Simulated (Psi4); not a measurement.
# CoCl2 (SMILES [Cl][Co][Cl]): UHF/STO-6G, part 2 of 2

Psi4 1.11. Earlier steps stand in the parts before.

## 3. The distorted shape, same level

The input, cl2co.in:

```
memory 1.6 GB

molecule m {
  0 4
  Co     0.04323693     0.05359263    -5.51829319
  Cl    -0.02828920    -0.03541347     3.67961802
  Cl     0.07086473     0.08862816    -9.19879938
  units bohr
  symmetry c1
}

set basis STO-6G
set reference uhf
set scf_type pk

E, wfn = energy('scf', return_wfn=True)
oeprop(wfn, 'MBIS_CHARGES', 'MULLIKEN_CHARGES', 'MULTIPOLE(3)', 'QUADRUPOLE', title='SCF')
```

Command:

```bash
$ psi4 -i cl2co.in -o cl2co.out -n 1
```

cl2co.out:

```text
Psi4 1.11 release

   => Loading Basis Set <=

    Name: STO-6G
    Role: ORBITAL
    Keyword: BASIS

         ---------------------------------------------------------
                                   SCF
                              UHF Reference
                        1 Threads,   1525 MiB Core
         ---------------------------------------------------------

  ==> Geometry <==

    Molecular point group: c1
    Full point group: C1

    Geometry (in Bohr), charge = 0, multiplicity = 4:

       Center              X                  Y                   Z               Mass
    ------------   -----------------  -----------------  -----------------  -----------------
         CO          -0.017671146930    -1.497151191089     0.000000000000    58.933194290000
         CL           0.088977405010     7.700850482455    -0.000000000000    34.968852682000
         CL          -0.059196126658    -5.177693579702     0.000000000000    34.968852682000

  Running in c1 symmetry.

  Rotational constants: A = 3024765.05440  B =      0.01915  C =      0.01915 [cm^-1]
  Rotational constants: A = 90680175053.19386  B =    574.07486  C =    574.07486 [MHz]
  Nuclear repulsion =  197.039672905241162

  Charge       = 0
  Multiplicity = 4
  Electrons    = 61
  Nalpha       = 32
  Nbeta        = 29

  ==> Algorithm <==

  SCF Algorithm Type is PK.
  DIIS enabled.
  MOM disabled.
  Fractional occupation disabled.
  Guess Type is SAD.
  Energy threshold   = 1.00e-06
  Density threshold  = 1.00e-06
  Integral threshold = 1.00e-12

  ==> Primary Basis <==

  Basis Set: STO-6G
    Blend: STO-6G
    Number of shells: 18
    Number of basis functions: 36
    Number of Cartesian functions: 37
    Spherical Harmonics?: true
    Max angular momentum: 2

  ==> Integral Setup <==

  Using in-core PK algorithm.
   Calculation information:
      Number of atoms:                   3
      Number of AO shells:              18
      Number of primitives:            108
      Number of atomic orbitals:        37
      Number of basis functions:        36

      Integral cutoff                 1.00e-12
      Number of threads:                 1

  Performing in-core PK
  Using 444222 doubles for integral storage.
  We computed 7909 shell quartets total.
  Whereas there are 14706 unique shell quartets.

  ==> DiskJK: Disk-Based J/K Matrices <==

    J tasked:                  Yes
    K tasked:                  Yes
    wK tasked:                  No
    Memory [MiB]:             1144
    Schwarz Cutoff:          1E-12

  Minimum eigenvalue in the overlap matrix is 2.4551217481E-01.
  Reciprocal condition number of the overlap matrix is 1.3088769449E-01.
    Using symmetric orthogonalization.

  ==> Pre-Iterations <==

  SCF Guess: Superposition of Atomic Densities via on-the-fly atomic UHF (no occupation information).

   -------------------------
    Irrep   Nso     Nmo
   -------------------------
     A         36      36
   -------------------------
    Total      36      36
   -------------------------

  ==> Iterations <==

                        Total Energy        Delta E     RMS |[F,P]|

   @UHF iter SAD: -2288.86041957365842   -2.28886e+03   0.00000e+00
   @UHF iter   1: -2284.20349067678671    4.65693e+00   3.08469e-02 ADIIS/DIIS
   @UHF iter   2: -2281.72664801646988    2.47684e+00   7.18429e-02 ADIIS/DIIS
   @UHF iter   3: -2285.23066704137727   -3.50402e+00   4.97613e-02 ADIIS/DIIS
   @UHF iter   4: -2286.54782316872070   -1.31716e+00   4.69742e-02 ADIIS/DIIS
   @UHF iter   5: -2287.35916515111921   -8.11342e-01   4.37418e-02 ADIIS/DIIS
   @UHF iter   6: -2288.49166753506779   -1.13250e+00   3.11285e-02 ADIIS/DIIS
   @UHF iter   7: -2288.54622932798929   -5.45618e-02   3.09298e-02 ADIIS/DIIS
   @UHF iter   8: -2288.49264172711719    5.35876e-02   3.09202e-02 ADIIS/DIIS
   @UHF iter   9: -2288.42762354997058    6.50182e-02   3.11732e-02 ADIIS/DIIS
   @UHF iter  10: -2288.34268174883027    8.49418e-02   3.44451e-02 ADIIS/DIIS
   @UHF iter  11: -2290.54141440995772   -2.19873e+00   8.68644e-03 ADIIS/DIIS
   @UHF iter  12: -2285.87970611384935    4.66171e+00   3.27110e-02 ADIIS/DIIS
   @UHF iter  13: -2291.02954954857978   -5.14984e+00   6.70372e-03 ADIIS/DIIS
   @UHF iter  14: -2291.07349993701291   -4.39504e-02   3.86807e-03 ADIIS/DIIS
   @UHF iter  15: -2291.09783759836546   -2.43377e-02   1.17923e-03 ADIIS/DIIS
   @UHF iter  16: -2291.10130465524207   -3.46706e-03   6.63749e-04 ADIIS/DIIS
   @UHF iter  17: -2291.10255433337807   -1.24968e-03   2.57906e-04 ADIIS/DIIS
   @UHF iter  18: -2291.10283902569654   -2.84692e-04   6.03659e-05 DIIS
   @UHF iter  19: -2291.10285770404835   -1.86784e-05   1.97436e-05 DIIS
   @UHF iter  20: -2291.10285949731451   -1.79327e-06   3.47253e-06 DIIS
   @UHF iter  21: -2291.10285953252605   -3.52115e-08   8.35778e-07 DIIS
  Energy and wave function converged.

  ==> Post-Iterations <==

   @Spin Contamination Metric:   1.009543114E+00
   @S^2 Expected:                3.750000000E+00
   @S^2 Observed:                4.759543114E+00
   @S   Expected:                1.500000000E+00
   @S   Observed:                1.500000000E+00

    Orbital Energies [Eh]
    ---------------------

    Alpha Occupied:

       1A   -283.551461     2A   -104.953401     3A   -104.898656
       4A    -34.272942     5A    -30.498846     6A    -30.459826
       7A    -30.458061     8A    -10.374486     9A    -10.334882
      10A     -7.889285    11A     -7.889240    12A     -7.875115
      13A     -7.849918    14A     -7.845869    15A     -7.845860
      16A     -4.700182    17A     -3.481422    18A     -3.384480
      19A     -3.383352    20A     -1.044246    21A     -0.900219
      22A     -0.746826    23A     -0.738984    24A     -0.736723
      25A     -0.685534    26A     -0.640495    27A     -0.481833
      28A     -0.436421    29A     -0.433690    30A     -0.411672
      31A     -0.411088    32A     -0.262634

    Alpha Virtual:

      33A      0.064487    34A      0.104573    35A      0.115526
      36A      0.333765

    Beta Occupied:

       1A   -283.550326     2A   -104.961445     3A   -104.899419
       4A    -34.181983     5A    -30.390284     6A    -30.378511
       7A    -30.378133     8A    -10.385915     9A    -10.336034
      10A     -7.919995    11A     -7.893882    12A     -7.893836
      13A     -7.852498    14A     -7.846811    15A     -7.846605
      16A     -4.270679    17A     -2.915275    18A     -2.907510
      19A     -2.845581    20A     -1.039294    21A     -1.022633
      22A     -0.512285    23A     -0.501497    24A     -0.479325
      25A     -0.445868    26A     -0.445199    27A     -0.444566
      28A     -0.407026    29A     -0.254116

    Beta Virtual:

      30A      0.117864    31A      0.126757    32A      0.275858
      33A      0.521566    34A      0.532633    35A      0.536437
      36A      0.640849

    Final Occupation by Irrep:
              A
    DOCC [    29 ]
    SOCC [     3 ]
    NA   [    32 ]
    NB   [    29 ]

  @UHF Final Energy: -2291.10285953252605

   => Energetics <=

    Nuclear Repulsion Energy =            197.0396729052411615
    One-Electron Energy =               -3561.2011735168853193
    Two-Electron Energy =                1073.0586410791179333
    Total Energy =                      -2291.1028595325260540

  UHF NO Occupations:
  HONO-2 :   30  A 1.0000000
  HONO-1 :   31  A 1.0000000
  HONO-0 :   32  A 1.0000000
  LUNO+0 :   33  A 0.9999923
  LUNO+1 :   34  A 0.0036661
  LUNO+2 :   35  A 0.0006665
  LUNO+3 :   36  A 0.0004460

Computation Completed

Properties will be evaluated at   0.000000,   0.000000,   0.000000 [a0]

Properties computed using the SCF density matrix

 Multipole Moments:

 ------------------------------------------------------------------------------------
     Multipole            Electronic (a.u.)      Nuclear  (a.u.)        Total (a.u.)
 ------------------------------------------------------------------------------------

 L = 1.  Multiply by 2.5417464519 to convert [e a0] to [Debye]
 Dipole X            :         -0.0278353            0.0291608            0.0013255
 Dipole Y            :         -2.3559455            2.4705852            0.1146397
 Dipole Z            :         -0.0000000           -0.0000000           -0.0000000
 Magnitude           :                                                    0.1146474

 ------------------------------------------------------------------------------------

	total time  =          1 seconds =       0.02 minutes

Properties will be evaluated at   0.000000,   0.000000,   0.000000 [a0]

Properties computed using the SCF density matrix

 Multipole Moments:

 ------------------------------------------------------------------------------------
     Multipole            Electronic (a.u.)      Nuclear  (a.u.)        Total (a.u.)
 ------------------------------------------------------------------------------------

 L = 1.  Multiply by 2.5417464519 to convert [e a0] to [Debye]
 Dipole X            :         -0.0278353            0.0291608            0.0013255
 Dipole Y            :         -2.3559455            2.4705852            0.1146397
 Dipole Z            :         -0.0000000           -0.0000000           -0.0000000
 Magnitude           :                                                    0.1146474

 L = 2.  Multiply by 1.3450342976 to convert [e a0^2] to [Debye ang]
 Quadrupole XX       :        -28.2008334            0.2025910          -27.9982424
 Quadrupole XY       :        -17.6701217           17.5732409           -0.0968808
 Quadrupole XZ       :         -0.0000741           -0.0000000           -0.0000741
 Quadrupole YY       :      -1561.0477618         1524.4168179          -36.6309439
 Quadrupole YZ       :          0.0000008           -0.0000000            0.0000008
 Quadrupole ZZ       :        -29.0606089            0.0000000          -29.0606089
 Traceless XX        :        511.2355680         -508.0038786            3.2316893
 Traceless YY        :      -1021.6113604         1016.2103483           -5.4010122
 Traceless ZZ        :        510.3757925         -508.2064696            2.1693229

 L = 3.  Multiply by 0.7117614979 to convert [e a0^3] to [Debye ang^2]
 Octupole XXX        :          0.1019746            0.0083000            0.1102746
 Octupole XXY        :          2.4729550            0.7153833            3.1883382
 Octupole XXZ        :         -0.0000136           -0.0000000           -0.0000136
 Octupole XYY        :        -61.3384879           61.6550399            0.3165520
 Octupole XYZ        :         -0.0005900           -0.0000000           -0.0005900
 Octupole XZZ        :         -0.0844661            0.0000000           -0.0844661
 Octupole YYY        :      -5280.1235779         5313.3198517           33.1962738
 Octupole YYZ        :          0.0000127           -0.0000000            0.0000127
 Octupole YZZ        :         -7.2986256            0.0000000           -7.2986256
 Octupole ZZZ        :         -0.0000000           -0.0000000           -0.0000000

 ------------------------------------------------------------------------------------

 Multipole Moments:

 ------------------------------------------------------------------------------------
     Multipole            Electronic (a.u.)      Nuclear  (a.u.)        Total (a.u.)
 ------------------------------------------------------------------------------------

 L = 1.  Multiply by 2.5417464519 to convert [e a0] to [Debye]
 Dipole X            :         -0.0278353            0.0291608            0.0013255
 Dipole Y            :         -2.3559455            2.4705852            0.1146397
 Dipole Z            :         -0.0000000           -0.0000000           -0.0000000
 Magnitude           :                                                    0.1146474

 L = 2.  Multiply by 1.3450342976 to convert [e a0^2] to [Debye ang]
 Quadrupole XX       :        -28.2008334            0.2025910          -27.9982424
 Quadrupole XY       :        -17.6701217           17.5732409           -0.0968808
 Quadrupole XZ       :         -0.0000741           -0.0000000           -0.0000741
 Quadrupole YY       :      -1561.0477618         1524.4168179          -36.6309439
 Quadrupole YZ       :          0.0000008           -0.0000000            0.0000008
 Quadrupole ZZ       :        -29.0606089            0.0000000          -29.0606089
 Traceless XX        :        511.2355680         -508.0038786            3.2316893
 Traceless YY        :      -1021.6113604         1016.2103483           -5.4010122
 Traceless ZZ        :        510.3757925         -508.2064696            2.1693229

 ------------------------------------------------------------------------------------
  Mulliken Charges: (a.u.)
   Center  Symbol    Alpha    Beta     Spin     Total
       1    CO    15.31529 11.24684  4.06845  0.43787
       2    CL     7.99992  8.99991 -0.99999  0.00017
       3    CL     8.68479  8.75326 -0.06846 -0.43805

   Total alpha = 32.00000, Total beta = 29.00000, Total charge =  0.00000

  ==> Computing MBIS Charges <==

  Electron Count from Grid (Expected Number): 61.00000 (61.00000)
  Difference: -0.00000

  MBIS Charges: (a.u.)
   Center  Symbol  Z      Pop.       Charge
      1      CO   27   26.652379    0.347621
      2      CL   17   17.005529   -0.005529
      3      CL   17   17.342091   -0.342091

  MBIS Dipoles: [e a0]
   Center  Symbol  Z        X           Y           Z
      1      CO   27   -0.013098   -1.165480   -0.000000
      2      CL   17    0.000341    0.029849    0.000000
      3      CL   17    0.000468    0.042091   -0.000000

  MBIS Quadrupoles: [e a0^2]
   Center  Symbol  Z      XX        XY        XZ        YY        YZ        ZZ
      1      CO   27   -11.6925   -0.0234    0.0000   -13.7657   -0.0000   -11.4546
      2      CL   17   -7.3581   -0.0157   -0.0001   -8.8029    0.0000   -8.6687
      3      CL   17   -8.9470    0.0010    0.0000   -8.8563   -0.0000   -8.9373

  MBIS Octupoles: [e a0^3]
   Center  Symbol  Z      XXX       XXY       XXZ       XYY       XYZ       XZZ       YYY       YYZ       YZZ       ZZZ
      1      CO   27   -0.1131   -3.3506   -0.0000   -0.0019   -0.0000   -0.0375   -6.8879    0.0000   -3.3366   -0.0000
      2      CL   17    0.0024    0.0685   -0.0000    0.0069   -0.0000    0.0008    0.7281    0.0000    0.0669    0.0000
      3      CL   17   -0.0238   -0.7004    0.0000    0.0009    0.0000   -0.0079   -1.3167   -0.0000   -0.6965   -0.0000

  MBIS Radial Moments:
   Center  Symbol  Z      [a0^2]      [a0^3]      [a0^4]
      1      CO   27   36.912769   102.747289   369.230277
      2      CL   17   24.829671   51.688828   125.001820
      3      CL   17   26.740586   58.085234   149.638590

  MBIS Valence Widths: [a0]
   Center  Symbol  Z     Width
      1      CO   27    0.809571
      2      CL   17    0.497280
      3      CL   17    0.504713

  MBIS Valence Charges: (a.u.)
   Center  Symbol  Z     Charge
      1      CO   27   -3.449299
      2      CL   17   -8.576187
      3      CL   17   -8.915020

    Psi4 run time: 0:00:04.46
```

Wall time 5.7 s (1 thread of Intel Xeon Platinum 8488C (Sapphire Rapids), shared host); peak memory 0.2 GiB.

Atomic charges (e):

| atom | MBIS | Mulliken |
| --- | --- | --- |
| Co1 | +0.348 | +0.438 |
| Cl2 | -0.006 | +0.000 |
| Cl3 | -0.342 | -0.438 |

## 4. Outcome

The summary covers parts 1 to 2.

Level: UHF/STO-6G.

| quantity | value |
| --- | --- |
| first shape: total energy | -2291.15704 Eh |
| first shape: dipole moment | 0.00 D |
| first shape: HOMO energy (highest over α and β) | -6.62 eV |
| first shape: LUMO energy (lowest over α and β) | 3.36 eV |
| first shape: ⟨S²⟩ | 4.266 |
| distorted shape: total energy | -2291.10286 Eh |
| distorted shape: dipole moment | 0.29 D |
| distorted shape: HOMO energy (highest over α and β) | -6.91 eV |
| distorted shape: LUMO energy (lowest over α and β) | 1.75 eV |
| distorted shape: ⟨S²⟩ | 4.760 |
| energy change with the Co1–Cl2 bond stretched from 1.947 to 4.868 Å | 1.474 eV |

With the Co1–Cl2 bond stretched from 1.947 to 4.868 Å the energy rises by 1.47 eV (142 kJ/mol). The first shape isn't relaxed at this level, so the change isn't measured from a minimum. The minimal basis adds a large error of its own. ⟨S²⟩ (first shape) is 4.27 where a pure quartet has 3.75: the reference is spin-contaminated. ⟨S²⟩ (distorted shape) is 4.76 where a pure quartet has 3.75: the reference is spin-contaminated. Mulliken charges (distorted shape) run from -0.44 on Cl3 to +0.44 on Co1.
